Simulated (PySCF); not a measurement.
# The bond of HgI, level by level

An exercise on one series of results from a longer session: the logs are not shown, and one member is left open.

Program: PySCF 2.14.0. Level of theory: Hg def2-SVP with ECP60, I def2-SVP with ECP28, scalar-relativistic core potentials. These are calculated values, not measurements.

Set-up of the first run:

The job is set up so:

- atoms: Hg, I
- charge: 0
- basis: Hg def2-SVP with ECP60, I def2-SVP with ECP28
- Hamiltonian: scalar-relativistic core potentials
- basis functions: 58
- electrons treated: 45
- masses in u: 201.9706, 126.9045
- levels: PBE0, PBE, r²SCAN, M06-2X, B2PLYP, r²SCAN0, HSE06, HF, MP2, SCS-MP2
- grid: 80 radial by 434 angular points
- occupations: held fixed by the projection of orbital angular momentum
- dissociation limit: Hg + I, each in its ground configuration
- starting distance in angstrom: 2.685
- values of 2S to try: 1, 3

Started as:

```sh
$ OMP_NUM_THREADS=1 python dia.py task.json out
```

Among the steps run: Set-up; First curve: PBE0; Excited determinants; PBE; r²SCAN; M06-2X (hybrid meta-GGA); B2PLYP (double hybrid); r²SCAN0 (hybrid meta-GGA); HSE06 (range-separated hybrid); UHF.

One table of the session follows, with a row left open; its other results are not shown here.

It belongs to the step «The curves together». Energy (eV) from each level's lowest point:

| R (Å) | UHF | UHF-MP2 | UHF-SCS-MP2 | PBE | r²SCAN |
| --- | --- | --- | --- | --- | --- |
| 2.448 | 0.587 | 0.509 | 0.578 | 0.591 | 0.511 |
| 2.561 | 0.240 | 0.205 | 0.253 | 0.254 | 0.199 |
| 2.675 | 0.068 | 0.060 | 0.091 | 0.081 | 0.050 |
| 2.761 | ? | ? | ? | ? | ? |
| 2.846 | 0.000 | 0.000 | 0.010 | 0.000 | 0.000 |
| 2.931 | 0.010 | 0.002 | 0.003 | 0.005 | 0.018 |
| 3.045 | 0.040 | 0.013 | 0.002 | 0.038 | 0.063 |
| 3.188 | 0.080 | 0.028 | 0.002 | 0.099 | 0.136 |
| 3.358 | 0.112 | 0.044 | 0.000 | 0.181 | 0.228 |
| 3.586 | 0.128 | 0.065 | 0.001 | 0.283 | 0.337 |

Estimate the missing values for R (Å) = 2.761.

Worked estimate for «UHF». A straight line through the neighbours (2.675, 0.068) and (2.846, 0.000) gives 0.068 + (0.000 − 0.068) × (2.761 − 2.675) / (2.846 − 2.675) = 0.034; a parabola fitted to 4 rows on both sides gives 0.010.

**Answer.** UHF: 0.014; UHF-MP2: 0.014; UHF-SCS-MP2: 0.034; PBE: 0.021; r²SCAN: 0.006. In «UHF» the line misses by +0.020 and the parabola by -0.004.
